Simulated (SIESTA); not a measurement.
Dy under changes of volume

One of the cells (32.153 Å³/atom); the others are scaled copies at fixed shape and fractional positions:

```xyz
2
Lattice="3.6141 0.0000 0.0000 -1.8070 3.1299 0.0000 0.0000 0.0000 5.6849" Properties=species:S:1:pos:R:3 pbc="T T T"
Dy    1.8070    1.0433    4.2637
Dy    0.0000    2.0866    1.4212
```

| Quantity | Value |
| --- | --- |
| Program | SIESTA 5.4.2 |
| Functional | PBEsol |
| Potentials or basis | PseudoDojo 3+ lanthanides (4f in the core) (PBE files) |
| Basis | DZP (energy shift 0.003 Ry; two zetas on semicore shells) |
| Grid cutoff | 800 Ry |
| Energy shift | 0.003 Ry |
| k mesh | 9 × 9 × 5 |
| Occupations | fermi-dirac, width 0.05 eV |
| Spin | collinear spin, ferromagnetic start |
| Starting moments | [5.0, 5.0] μB |

```csv
volume (Å³/atom),energy over the lowest point (meV/atom),pressure (GPa)
29.631,0.00,0.4
30.261,0.57,-0.5
30.892,4.80,-1.4
32.153,22.59,-2.9
32.783,35.61,-3.6
33.414,?,?
```

Problem. What does the run at 33.414 Å³/atom give?

Solution. Energy over the lowest point 51.10 meV/atom; pressure -4.2 GPa.

Worked out: A Birch-Murnaghan fit of order 3 (a polynomial in V^(-2/3)) to the other rows has its minimum at 29.85 Å³/atom with B0 = V·E''(V) = 46 GPa and B' = 3.9 at fixed shape and positions, which overstates the stiffness. It gives 51.02 meV/atom at 33.414 Å³/atom, against the run's 51.10, and -dE/dV = -4.2 GPa, against -4.2.

Energies are extrapolated to zero smearing.

Caveats: the magnetic or orbital state may not be the lowest; the potentials were made for another functional, which shifts forces and pressure; short orbitals over semicore shells can move pressures by several GPa; the basis of atomic orbitals isn't converged, which shifts pressures, moduli and gaps.
